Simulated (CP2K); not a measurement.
TaN, 2 atoms in the cell. It takes space group Fm-3m (No. 225, cubic). The conventional cell has a = 4.358 Å, b = 4.358 Å, c = 4.358 Å, α = 90.00°, β = 90.00°, γ = 90.00°. Ta (site symmetry m-3m) has 6 N at 2.18 Å as nearest neighbours. N (site symmetry m-3m) has 6 Ta at 2.18 Å as nearest neighbours. 

- Program: CP2K 2026.2
- Task: band structure
- Functional: PBE
- Potentials or basis: GTH_POTENTIALS Ta GTH-PBE-q13, N GTH-PBE-q5; TZVP-MOLOPT-SR-GTH, TZVP-MOLOPT-GTH basis
- Density cutoff: 6803 eV
- k mesh: 10 × 10 × 10
- Occupations: fermi-dirac, width 0.05 eV
- Spin: no spin polarisation
- SCF solver: diagonalisation with k points
- Quickstep method: GPW
- EPS_DEFAULT: 1.0E-9
- EPS_SCF: 1.0E-6
- MAX_SCF: 100
- SCF_GUESS: ATOMIC
- k points reduced by the point group: yes
- Mesh centred on Gamma: yes
- CHOLESKY: OFF
- EPS_EIGVAL: 1.0E-7
- MIXING METHOD: BROYDEN_MIXING
- MIXING ALPHA: 0.4
- NBUFFER: 8
- NGRIDS: 5
- Basis sets: Ta TZVP-MOLOPT-SR-GTH-q13, N TZVP-MOLOPT-GTH-q5
- Potentials: Ta GTH-PBE-q13 of GTH_POTENTIALS, N GTH-PBE-q5 of GTH_POTENTIALS
- ADDED_MOS: [13]
- Points a segment of the path (NPOINTS): 10
- Bands added on the path: 6
- REL_CUTOFF (Ry): 60 Ry
- MIXING BETA (1/bohr): 1.5 1/bohr
- CUTOFF of the grids: 500 Ry

Potentials or basis: GTH_POTENTIALS Ta GTH-PBE-q13, N GTH-PBE-q5; TZVP-MOLOPT-SR-GTH, TZVP-MOLOPT-GTH basis.

The run is started by

```console
$ OMP_NUM_THREADS=1 cp2k.psmp -i tan_bands.inp -o tan_bands.out
```

Hardware: 1 thread of Arm Neoverse V2, on a shared host.

Task: Estimate the wall time of this run.

Result: It took 100 s on 1 thread of Arm Neoverse V2 (shared host), peak memory 0.36 GiB. Counts: scf iterations 11, k points 47, basis 52, bands 22, force evaluations 1.
